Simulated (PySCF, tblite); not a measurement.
# C₄H₁₀O₂SSi₂: geometry, infrared bands and NMR shifts

Aim: predict the infrared bands and NMR shifts of C₄H₁₀O₂SSi₂ (`C=CCOC(=O)[SiH2]S[SiH3]`).

Programs: tblite 0.8.0 and PySCF 2.14.0, with density-fitted response routines of our own. Each step states its level of theory. These are calculated values for one molecule in the gas phase, unless marked as measured. Atoms are numbered from 0 throughout.

### Step 1. Starting geometry

19 atoms, charge 0, multiplicity 1; geometry from: force field or distance geometry start.

Bonds of the start (Å): C0–C1 1.33, C1–C2 1.52, C2–O3 1.43, O3–C4 1.37, C4–O5 1.21, C4–Si6 1.91, Si6–S7 2.16, S7–Si8 2.13, C0–H9 1.07, C0–H10 1.10, C1–H11 1.09, C2–H12 1.10, C2–H13 1.09, Si6–H14 1.49, Si6–H15 1.48, Si8–H16 1.48, Si8–H17 1.48, Si8–H18 1.49.

### Step 2. Optimising the geometry with GFN2-xTB

What the job is given:

```
{"job": {"kind": "relax", "xc": "GFN2-xTB", "basis": "xTB"}, "charge": 0, "multiplicity": 1}
C     -3.330600     0.465600    -0.955500
C     -3.057500     0.172200     0.310000
C     -1.734000    -0.342800     0.859500
O     -0.791100    -0.483100    -0.208500
C      0.430500    -0.928200     0.220100
O      0.732900    -1.187300     1.367000
Si     1.775500    -1.121800    -1.115600
S      2.584700     0.774500    -1.746200
Si     3.217500     1.348300     0.207300
H     -2.610500     0.364400    -1.744500
H     -4.327600     0.828700    -1.233300
H     -3.838300     0.293900     1.067300
H     -1.369200     0.378200     1.604700
H     -1.906900    -1.309700     1.336000
H      2.916300    -1.954000    -0.655300
H      1.230500    -1.785000    -2.319400
H      4.086600     0.302800     0.782200
H      3.971300     2.614000     0.094400
H      2.010100     1.578500     1.049000
```

The run is started by

```
$ OMP_NUM_THREADS=1 python probes_run.py task.json out
```

This one command runs all jobs of the session in turn.

**Question.** This job is followed by: GFN2-xTB harmonic vibrations, gas phase; GIAO PBE0/pcSseg-1 NMR shielding, non-relativistic, gas phase. What will the session give for the following? strongest single infrared mode (GFN2-xTB); zero-point energy (GFN2-xTB); ¹³C shifts against TMS (PBE0/pcSseg-1); ¹H shifts against TMS (PBE0/pcSseg-1, means over atoms taken as alike); ¹⁷O shifts against H2O (PBE0/pcSseg-1); ²⁹Si shifts against TMS (PBE0/pcSseg-1); ³³S shifts against CS2 (PBE0/pcSseg-1); surface potential, 1st and 99th percentile.

The runs gave:

| quantity | value |
| --- | --- |
| strongest single infrared mode (GFN2-xTB) | 732 cm⁻¹, 416 km/mol |
| zero-point energy (GFN2-xTB) | 79.2 kcal/mol |
| ¹³C shifts against TMS (PBE0/pcSseg-1) | 192.0, 140.6, 119.6, 67.6 ppm |
| ¹H shifts against TMS (PBE0/pcSseg-1, means over atoms taken as alike) | 6.05, 5.53, 5.45, 5.22, 5.09, 4.95 ppm |
| ¹⁷O shifts against H2O (PBE0/pcSseg-1) | 498.1, 227.8 ppm |
| ²⁹Si shifts against TMS (PBE0/pcSseg-1) | -49.4, -54.6 ppm |
| ³³S shifts against CS2 (PBE0/pcSseg-1) | -353 ppm |
| surface potential, 1st and 99th percentile | -1.05 V and 1.26 V |

**Reading.** Relaxing lowered the energy by 0.413 eV in 205 steps; the close pair that moved most is S7–Si8, from 2.132 to 2.200 Å. All 51 modes are real, so the xTB geometry is a minimum. The strongest single mode, at 732 cm⁻¹, is carried by H18, H16, H17. Unscaled tight-binding wavenumbers are off by several per cent, some by more. Its intensities can rank the bands wrongly. H11 (hydrogen on an alkene CH) lies farthest downfield among hydrogen, at 6.05 ppm; attached to an sp2 carbon and in the plane of the double bond. At PBE0/pcSseg-1: Shielding is most anisotropic at O5 (span 806 ppm, paramagnetic term -569 ppm). At PBE0/pcSseg-1, counted by nearest atom on the grid, the HOMO lies on S7 78 %, the LUMO on C4 43 %; O5 23 %.
